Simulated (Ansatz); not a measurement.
**ZrC: how the settings move a single-point run**

Aim: see which settings change the result for ZrC, by how much, and at what cost.

The COD entry's cell or inner coordinates are ideal or old and differ from later refinements, so a difference from it is no clean test against experiment.

Program: Ansatz 0.2.0. Level of theory: reference: DFT, r2SCAN, PAW with Ansatz's default frozen-core files, scalar-relativistic. These are calculated values, not measurements.

## (1) The system as given

The structure is tetragonal, space group I4mm (No. 107). Conventional cell: a = 3.345 Å, b = 3.345 Å, c = 4.730 Å, α = 90.00°, β = 90.00°, γ = 90.00°. Zr (site symmetry 4mm) is surrounded by 6 C at 2.22 to 2.51 Å. Around C (site symmetry 4mm) lie 6 Zr at 2.22 to 2.51 Å.

Structure file:

```
Zr C
1.0
     0.00000    2.36500    2.36500
     2.36500    0.00000    2.36500
     2.36500    2.36500    0.00000
Zr C
1 1
Direct
  0.48500 0.48500 0.51500
  0.01500 0.01500 0.98500
```

## (2) The reference run

input.yaml

```yaml
crystal:
  lattice:
    - [0.0, 2.365, 2.365]
    - [2.365, 0.0, 2.365]
    - [2.365, 2.365, 0.0]
  atoms:
    - { symbol: Zr, position: [0.485, 0.485, 0.515] }
    - { symbol: C, position: [0.015, 0.015, -0.015] }
kpoints:
  mp_grid: { grid: [11, 11, 11] }
scf:
  occupations: { method: fermi_dirac, width: 0.05 }
hamiltonian:
  xc: r2scan
  pseudopotentials: { kind: paw }
output:
  forces: true
  stress: true
  eigenvalues: true
  efg: { contact_densities: true }
  populations: true
```

On the command line:

```console
> ansatz run input.yaml --threads 1 --pin off --max-ram 2048MiB --backend cpu --events-out ev --progress --plain --runs-dir out
```

## (3) Changing settings: chi_scale 0.3, eigensolver.kind davidson, ecutwfc 800 eV, basis.precision f64

Changes to input.yaml since step 2:

```diff
@@ -12,2 +12,4 @@
   occupations: { method: fermi_dirac, width: 0.05 }
+  initial_density: { chi_scale: 0.3 }
+  eigensolver: { kind: davidson }
 hamiltonian:
@@ -21 +23,4 @@
   populations: true
+basis:
+  ecutwfc: "800 eV"
+  precision: f64
```

Q: Predict the outcome of this session. Wanted: for each run, ending; energy change; pressure; gap; force.

**Answer**, as computed:

| run | ending | energy change | pressure (GPa) | gap (eV) | force (eV/Å) | cycles | time |
| --- | --- | --- | --- | --- | --- | --- | --- |
| reference | converged | 0 | -1.2 | 0.00 | 0.86 | 7 | 4 s |
| 1: chi_scale 0.3, eigensolver.kind davidson, ecutwfc 800 eV, basis.precision f64 | converged | -3.2 meV/atom | -1.2 | 0.00 | 0.86 | 8 | 8.5 s |

Residual by cycle in the longest SCF loop of each run; runs are numbered as in the table. The quantity is the density residual dr2, in eV.

| cycle | reference | run 1 |
| --- | --- | --- |
| 1 | 0.0515 | 0.39 |
| 2 | 0.0138 | 0.0625 |
| 3 | 0.00174 | 0.00894 |
| 4 | 2.4e-4 | 2.1e-4 |
| 5 | 5.1e-5 | 6.1e-6 |
| 6 | 9.8e-7 | 1.0e-6 |
| 7 | 2.2e-8 | 1.1e-7 |
| 8 | - | 4.5e-9 |

Changing the start, solver, cutoff and arithmetic precision moves the energy by -3.2 meV/atom. Cost: 8 SCF cycles against 7, 8.5 s against 4 s.
